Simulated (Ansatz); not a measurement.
**GeH3 (doublet): wave-function methods side by side at a displaced geometry (v1), cc-pVTZ**

Aim: climb from Hartree-Fock through coupled cluster and multireference methods for GeH3 (doublet) at one geometry and basis, and see what each rung misses.

Method: cc-pVTZ, correlated electrons: outside noble gas; program: Ansatz 0.2.0, Gaussian basis.

Plan: UHF; CCSD(T) on ROHF; CCSD(T) on UHF; BCCD(T) on ROHF; CCSDT(Q) on ROHF; CCSDT(Q) on UHF; CASSCF and MRCISD+Q, 7 electrons in 7 orbitals; CASSCF and NEVPT2, 7 electrons in 7 orbitals.

## Step 1: The system

The geometry is a PBE0/def2-TZVP stationary point (not a proven minimum) with its atoms shifted at random (size 0.040 Å). No spin-orbit coupling is included. The filled d shell of Ge may be among the frozen orbitals whatever the setting's name suggests; the logs give the count.

4 atoms, charge 0, spin multiplicity 2.

Atoms are counted from 1 here; the program's logs count them from 0.

Bond lengths: Ge1–H2 1.535 Å, Ge1–H3 1.537 Å, Ge1–H4 1.575 Å. Angles: H2–Ge1–H3 110.7°, H2–Ge1–H4 112.7°, H3–Ge1–H4 113.5°.

Geometry (Å):

```xyz
4
charge 0, multiplicity 2
Ge    0.0002   -0.0001   -0.0175
H     1.4643    0.0006    0.4426
H    -0.7010    1.3042    0.3958
H    -0.7747   -1.2975    0.4261
```

In the tables R marks a restricted open-shell determinant and U an unrestricted one; 'valence' is the active space of 7 electrons in 7 orbitals; correlation energies count from the lowest restricted Hartree-Fock solution.

## Step 2: UHF

in.yaml reads:

```yaml
crystal:
  periodic: [false, false, false]
  atoms:
    - {symbol: Ge, position_ang: [0.000158, -0.000101, -0.017546]}
    - {symbol: H, position_ang: [1.464297, 0.000648, 0.442604]}
    - {symbol: H, position_ang: [-0.701030, 1.304162, 0.395821]}
    - {symbol: H, position_ang: [-0.774672, -1.297524, 0.426057]}
basis:
  gaussian: {orbitals: cc-pVTZ}
magnetization: {spin_polarized: true, initial_magnetization: 1}
hamiltonian: {xc: hf}
output: {orbitals: {seedname: orbitals}}
```

Started as:

```console
ansatz run in.yaml --threads 1 --pin off --events-out ev --progress --plain --max-ram 2393MiB
```

Further steps of the session: CCSD(T) on ROHF; CCSD(T) on UHF; BCCD(T) on ROHF; CCSDT(Q) on ROHF; CCSDT(Q) on UHF; CASSCF and MRCISD+Q, 7 electrons in 7 orbitals; CASSCF and NEVPT2, 7 electrons in 7 orbitals.

Before running them: what should the planned runs give, taken together? Wanted: correlation energy, UCCSDT(Q); RMP2 from UCCSDT(Q); UMP2 from UCCSDT(Q); RCCSD from UCCSDT(Q); RCCSD(T) from UCCSDT(Q); UCCSD(T) from UCCSDT(Q); RCCSDT(Q) from UCCSDT(Q); NEVPT2 valence from UCCSDT(Q); MRCISD+Q valence from UCCSDT(Q).

As calculated:

| quantity | value |
| --- | --- |
| correlation energy, UCCSDT(Q) | -3.8995 eV |
| RMP2 from UCCSDT(Q) | +797.0 meV |
| UMP2 from UCCSDT(Q) | +789.3 meV |
| RCCSD from UCCSDT(Q) | +116.4 meV |
| RCCSD(T) from UCCSDT(Q) | +26.1 meV |
| UCCSD(T) from UCCSDT(Q) | +21.2 meV |
| RCCSDT(Q) from UCCSDT(Q) | +5.0 meV |
| NEVPT2 valence from UCCSDT(Q) | +755.2 meV |
| MRCISD+Q valence from UCCSDT(Q) | +19.4 meV |
| levels of the table within 1 kcal/mol (43 meV) | RCCSD(T), UCCSD(T), BCCD(T), RCCSDT, UCCSDT, RCCSDT(Q), MRCISD+Q valence |
| T1 diagnostic | 0.017 |
| effectively unpaired electrons | 1.02 |

**Reading.** RCCSD(T) lands +26.1 meV from the yardstick (0.7 % of the correlation energy). One determinant dominates. Of the multireference levels listed MRCISD+Q valence comes nearest in total energy (+19.4 meV), which doesn't show that its space is the better one. These misses are within one basis, not against nature; the frozen cores of restricted and unrestricted runs differ, which can shift their rows.
